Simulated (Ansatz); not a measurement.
# C2H7BFNS: up Jacob's ladder to CCSD(T)

An exercise on one series of results from a longer session: the logs are not shown, and one member is left open.

The runs use Ansatz 0.2.0, Gaussian basis; functionals in def2-TZVPP, the program's frozen cores in correlated methods.

Levels to be run: PBE-D4, r2SCAN-D4, PBE0-D4, B3LYP-D4, ωB97X-V, ωB97M-V, B2PLYP; CCSD(T)/def2-TZVPP; MP2/def2-QZVPP; extrapolation to the limit.

**The geometry**

All runs share one geometry, relaxed beforehand with PBE0-D4 in a triple-zeta def2 set.

13 atoms, charge 0, spin multiplicity 1.

Atoms are counted from 1 here; the program's logs count them from 0.

Bond lengths: C1–N2 1.441 Å, C1–H7 1.096 Å, C1–H8 1.090 Å, C1–H9 1.096 Å, N2–C3 1.445 Å, N2–B4 1.395 Å, C3–H10 1.088 Å, C3–H11 1.096 Å, C3–H12 1.096 Å, B4–F5 1.342 Å, B4–S6 1.830 Å, S6–H13 1.341 Å. Angles: N2–C1–H7 110.8°, N2–C1–H8 110.9°, N2–C1–H9 110.9°, H7–C1–H8 108.1°, H7–C1–H9 107.9°, H8–C1–H9 108.1°, C1–N2–C3 114.0°, C1–N2–B4 123.8°, C3–N2–B4 122.1°, N2–C3–H10 110.3°, N2–C3–H11 110.7°, N2–C3–H12 110.8°, H10–C3–H11 108.6°, H10–C3–H12 108.6°, H11–C3–H12 107.8°, N2–B4–F5 119.7°, N2–B4–S6 122.1°, F5–B4–S6 118.2° and more.

Geometry (Å):

| atom | x (Å) | y (Å) | z (Å) |
| --- | --- | --- | --- |
| C1 | -1.1218 | -0.7615 | 0.5200 |
| N2 | 0.0779 | -0.1509 | 0.0062 |
| C3 | 1.1823 | -1.0680 | -0.1552 |
| B4 | 0.1858 | 1.2034 | -0.3101 |
| F5 | 1.3457 | 1.6847 | -0.7839 |
| S6 | -1.2122 | 2.3652 | -0.1009 |
| H7 | -1.4690 | -1.5599 | -0.1460 |
| H8 | -1.9218 | -0.0277 | 0.6139 |
| H9 | -0.9446 | -1.2008 | 1.5085 |
| H10 | 2.0538 | -0.5455 | -0.5445 |
| H11 | 0.9194 | -1.8740 | -0.8501 |
| H12 | 1.4499 | -1.5265 | 0.8039 |
| H13 | -0.5251 | 3.4269 | -0.5472 |

The first run:

The input, in.yaml:

```yaml
crystal:
  periodic: [false, false, false]
  atoms:
    - {symbol: C, position_ang: [-1.121765, -0.761540, 0.519950]}
    - {symbol: N, position_ang: [0.077874, -0.150927, 0.006201]}
    - {symbol: C, position_ang: [1.182333, -1.067981, -0.155225]}
    - {symbol: B, position_ang: [0.185837, 1.203446, -0.310079]}
    - {symbol: F, position_ang: [1.345665, 1.684728, -0.783914]}
    - {symbol: S, position_ang: [-1.212197, 2.365216, -0.100851]}
    - {symbol: H, position_ang: [-1.469016, -1.559937, -0.145968]}
    - {symbol: H, position_ang: [-1.921800, -0.027710, 0.613901]}
    - {symbol: H, position_ang: [-0.944599, -1.200813, 1.508505]}
    - {symbol: H, position_ang: [2.053830, -0.545477, -0.544498]}
    - {symbol: H, position_ang: [0.919373, -1.874018, -0.850055]}
    - {symbol: H, position_ang: [1.449886, -1.526504, 0.803870]}
    - {symbol: H, position_ang: [-0.525122, 3.426917, -0.547237]}
basis:
  gaussian: {orbitals: def2-TZVPP}
hamiltonian: {xc: pbe, dispersion: d4}
output: {forces: true, orbitals: {seedname: orbitals}}
```

Launch:

```console
$ ansatz run in.yaml --threads 2 --pin off --events-out ev --progress --plain --max-ram 22528MiB --backend cuda --devices 0, --max-vram 18GiB
```

Among the steps run: PBE-D4 (GGA); r2SCAN-D4 (meta-GGA); PBE0-D4 (hybrid); B3LYP-D4 (hybrid); ωB97X-V (range-separated); ωB97M-V (range-separated); B2PLYP (double hybrid); CCSD(T) in def2-TZVPP; MP2 in def2-QZVPP.

One of the session's tables, all rows but one given; the rest of the session is left out.

```
            method  atomisation energy (kJ/mol)
            PBE-D4                       5225.7
         r2SCAN-D4                       5121.3
           PBE0-D4                       5133.5
          B3LYP-D4                            ?
           ωB97X-V                       5119.8
           ωB97M-V                       5130.2
            B2PLYP                       5055.9
     HF/def2-TZVPP                       3751.0
    MP2/def2-TZVPP                       5058.5
   CCSD/def2-TZVPP                       4890.2
CCSD(T)/def2-TZVPP                       4965.2
           MP2/CBS                       5184.7
       CCSD(T)/CBS                       5091.4
```

Estimate the missing values for B3LYP-D4.

As computed: atomisation energy (kJ/mol): 5113.1. In the column «atomisation energy (kJ/mol)» it lies between CCSD(T)/CBS (5091.4) and ωB97X-V (5119.8).

Limits of these values: Free atoms (2 C, 1 N, 1 B, 1 F, 1 S, 7 H) were run apart at each level; the atomisation energy is their sum less the molecule, without zero-point or spin-orbit terms.
